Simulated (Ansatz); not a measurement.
# HPbNO4 in Ansatz: the effect of functional

Crystal: HPbNO4.

```
H Pb N O
1.0
     4.12040   -0.00081   -0.01120
     0.00404    6.42722    0.05360
     0.02791    3.20707    7.74994
H Pb N O
2 2 2 8
Cartesian
  3.7380 2.9684 3.7875
  1.6795 6.6644 4.0009
  1.6467 4.2515 5.4933
  3.6983 5.3813 2.2951
  2.6193 1.9491 1.6102
  0.5769 7.6848 6.1852
  3.7590 3.8553 4.2210
  2.2235 3.1363 1.5259
  2.2071 1.0645 0.8217
  3.4590 1.6183 2.5274
  1.6973 5.7776 3.5672
  0.1804 6.4980 6.2725
  0.1698 8.5703 6.9754
  1.4117 8.0143 5.2631
```

The cell was built by a generator and needn't be a form met in nature.

Alike in all runs:

| Item | Value |
| --- | --- |
| Program | Ansatz 0.2.0 |
| Task | band structure |
| Potentials or basis | Ansatz PAW |
| k mesh | 7 × 5 × 4 |
| Occupations | fermi-dirac, width 0.05 eV |
| Spin | no spin polarisation |

Q: One run gave: gap on the mesh 3.21 eV; pressure -6.0 GPa; largest force 1.03 eV/Å. Which functional did it use?
A. LDA
B. PBE
C. PBEsol
D. r2SCAN

A: A.

| functional | cutoff | gap on the mesh (eV) | pressure (GPa) | largest force (eV/Å) |
| --- | --- | --- | --- | --- |
| LDA | 420 eV (not typed: the program's choice for these potentials) | 3.21 | -6.0 | 1.03 |
| PBE | 420 eV (not typed: the program's choice for these potentials) | 3.30 | 0.0 | 0.01 |
| PBEsol | 420 eV (not typed: the program's choice for these potentials) | 3.29 | -2.8 | 0.44 |
| r2SCAN | 500 eV (not typed: the program's choice for these potentials) | 3.68 | -3.3 | 0.66 |

Caveats: spin-orbit coupling is left out, which as a rule narrows the gap of such compounds by several tenths of an eV; the PAW data sets come from PBE, with cores solved anew for the run's functional, which leaves a small shift of forces and pressure (some runs); forces of over 1 eV/Å show positions far from the minimum, so gaps and moduli don't describe the material at rest (some runs).

